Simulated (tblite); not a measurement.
# C5H9NSi2: the cost of one run

Computed with tblite 0.8.0 and PySCF 2.14.0, with density-fitted response routines of our own, on a single molecule in the gas phase. Atoms count from 0, in the outputs and in this text.

### Step 1. The starting structure

17 atoms, charge -1, multiplicity 2; geometry from: force field or distance geometry start.

Bonds of the start (Å): N0–C1 1.28, C1–C2 1.44, C2–C3 1.21, C3–Si4 1.83, Si4–C5 1.88, C5–C6 1.52, C6–Si7 1.87, Si4–H8 1.48, Si4–H9 1.47, C5–H10 1.13, C5–H11 1.11, C6–H12 1.11, C6–H13 1.11, Si7–H14 1.47, Si7–H15 1.46, Si7–H16 1.45.

### Step 2. Relaxing the molecule with GFN2-xTB

What the job is given:

```
{"job": {"kind": "relax", "xc": "GFN2-xTB", "basis": "xTB"}, "charge": -1, "multiplicity": 2}
N      3.285900     3.403300     0.046000
C      3.739200     2.217200    -0.079400
C      2.961900     1.021700     0.108100
C      2.278500     0.039200     0.260500
Si     1.241200    -1.450100     0.508800
C     -0.505400    -1.080800    -0.071900
C     -0.978800     0.117600     0.730000
Si    -2.721500     0.465200     0.145100
H      1.161200    -1.806000     1.940700
H      1.867500    -2.530100    -0.268100
H     -0.465400    -0.806700    -1.165700
H     -1.176200    -1.950100     0.057200
H     -0.309800     0.994600     0.594300
H     -0.988100    -0.114900     1.815000
H     -3.524900    -0.676700     0.605000
H     -2.732400     0.439600    -1.314900
H     -3.139700     1.728800     0.728900
```

Launch:

```sh
> OMP_NUM_THREADS=1 python probes_run.py task.json out
```

The driver reads the jobs from task.json and runs them one after another.

Q: Estimate the wall time of this first job on 1 thread of Arm Neoverse V1, shared host.

About 1.1 s.
